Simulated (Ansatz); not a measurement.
# SnIH3 (SnH₃I): structure and electronic state

Aim: characterise SnIH3 (SnH₃I) as a singlet: its structure, frontier levels and distribution of charge.

The runs use Ansatz 0.2.0, Gaussian basis; RKS PBE0-D4/def2-TZVP.

Plan: relaxation at PBE-D4/def2-TZVP; a single point at PBE0-D4/def2-TZVP.

4 further runs of the same task are left out: 4 set aside as unsound or not needed.

### Step 1. Where the work starts

5 atoms, charge 0, spin multiplicity 1.

Atoms are counted from 1 here; the program's logs count them from 0.

Bond lengths: Sn1–I2 2.653 Å, Sn1–H3 1.670 Å, Sn1–H4 1.670 Å, Sn1–H5 1.670 Å. Angles: I2–Sn1–H3 107.2°, I2–Sn1–H4 107.2°, I2–Sn1–H5 107.2°, H3–Sn1–H4 111.6°, H3–Sn1–H5 111.7°, H4–Sn1–H5 111.6°.

I, Sn take a core potential in the def2 sets. No spin-orbit coupling is included.

The start is a GFN2-xTB geometry.

### Step 2. Optimising with PBE-D4/def2-TZVP

in.yaml

```yaml
crystal:
  periodic: [false, false, false]
  atoms:
    - {symbol: Sn, position_ang: [-0.001070, 0.001890, -0.234040]}
    - {symbol: I, position_ang: [0.012640, -0.022520, 2.418610]}
    - {symbol: H, position_ang: [1.591080, 0.011810, -0.736560]}
    - {symbol: H, position_ang: [-0.805190, 1.385380, -0.710720]}
    - {symbol: H, position_ang: [-0.797450, -1.376560, -0.737290]}
basis:
  gaussian: {orbitals: def2-TZVP}
hamiltonian: {xc: pbe, dispersion: d4}
scf: {lower_state_search: "off"}
output: {orbitals: {seedname: orbitals}}
relax: {f_tol: 0.02, max_steps: 100}
```

Launch:

```sh
$ ansatz run in.yaml --threads 4 --pin off --events-out ev --progress --plain --max-ram 3916MiB
```

The runs that follow: Single point, PBE0-D4/def2-TZVP.

**Question.** What will the summary of the whole plan be? Wanted: point group; commonest bond, hydrogen aside; HOMO, LUMO at PBE0-D4/def2-TZVP; dipole at PBE-D4/def2-TZVP.

As calculated:

| quantity | value |
| --- | --- |
| point group | C3v |
| commonest bond, hydrogen aside | I–Sn, 1 of mean length 2.708 Å |
| HOMO, LUMO at PBE0-D4/def2-TZVP | -7.53, -1.47 eV |
| dipole at PBE-D4/def2-TZVP | 1.87 D |

The molecule keeps its bonding pattern by the stored test; the atoms moved 0.04 Å (rms). No usable vibrations, so a minimum isn't proven. The HOMO lies nearest to I2 92 % and the LUMO to I2 36 %; Sn1 28 %.
